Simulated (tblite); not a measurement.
# C4H9BSi: the cost of one run

Computed with tblite 0.8.0 and PySCF 2.14.0, with density-fitted response routines of our own, on a single molecule in the gas phase. Atoms are numbered from 0 throughout.

### 1 The starting structure

15 atoms, charge 0, multiplicity 1; geometry from: force field or distance geometry start.

Bonds of the start (Å): C0–C1 1.54, C1–B2 1.60, B2–C3 1.52, C3–C4 1.21, C4–Si5 1.81, C0–H6 1.12, C0–H7 1.11, C0–H8 1.11, C1–H9 1.10, C1–H10 1.10, B2–H11 1.18, Si5–H12 1.47, Si5–H13 1.47, Si5–H14 1.47.

### 2 Relaxing the molecule with GFN2-xTB

What the job is given:

```
{"job": {"kind": "relax", "xc": "GFN2-xTB", "basis": "xTB"}, "charge": 0, "multiplicity": 1}
C     -2.196200    -0.651500     0.882700
C     -2.009100     0.057000    -0.466100
B     -0.819500     1.124300    -0.380400
C      0.616900     0.693500    -0.128600
C      1.750300     0.334100     0.095900
Si     3.453500    -0.194600     0.401100
H     -2.455900     0.092400     1.671900
H     -3.035500    -1.368800     0.803100
H     -1.282600    -1.207600     1.176300
H     -1.765600    -0.700100    -1.232900
H     -2.947800     0.567000    -0.744700
H     -1.063000     2.263200    -0.597400
H      4.384000     0.809200    -0.126800
H      3.700900    -1.490200    -0.252400
H      3.665400    -0.320000     1.854800
```

Started as:

```sh
OMP_NUM_THREADS=1 python probes_run.py task.json out
```

The driver reads the jobs from task.json and runs them one after another.

**Question.** How long does this first job take on 1 thread of Arm Neoverse N1, shared host, and how much memory does it need?

About 1.3 s, with a peak of 0.18 GiB.
